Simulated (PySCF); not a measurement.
# Ge2H7N: the cost of one run

The runs use PySCF 2.14.0, with density-fitted response routines of our own; the level of theory stands in each step. All values are computed, except where a source is named. Atoms are numbered from 0 throughout.

## Step 1: The molecule as given

10 atoms, charge 0, multiplicity 1; geometry from: GFN2-xTB. The atoms were then displaced at random by about 0.01 Å, so the start is not that level's minimum.

Bonds of the start (Å): Ge0–N1 1.80, N1–Ge2 1.81, Ge0–H3 1.48, Ge0–H4 1.53, Ge0–H5 1.49, N1–H6 1.01, Ge2–H7 1.48, Ge2–H8 1.53, Ge2–H9 1.51.

## Step 2: Relaxing the molecule at PBE0-D3(BJ)/def2-SVP

The job: settings as JSON, then the geometry in Å.

```
{"job": {"xc": "PBE0", "basis": "def2-SVP", "d3": "d3bj", "grid": 1, "shake": 0.01, "kind": "geom"}, "charge": 0, "multiplicity": 1}
Ge    -1.592560    -0.041990     0.002800
N      0.043460     0.715270    -0.058710
Ge     1.575290    -0.240040    -0.080850
H     -1.649590    -0.994130    -1.128040
H     -2.584160     1.103510    -0.194600
H     -1.912890    -0.724910     1.288520
H      0.130400     1.609380     0.412270
H      1.498300    -1.206120    -1.201850
H      1.843980    -0.985850     1.226150
H      2.698190     0.743950    -0.286750
```

Run with:

```console
> OMP_NUM_THREADS=1 python probes_run.py task.json out
```

One launch serves the whole session: the jobs run in the order shown.

**Question.** How long does this first job take on 1 thread of Arm Neoverse V1, shared host, and how much memory does it need?

About 52 s, with a peak of 0.48 GiB.
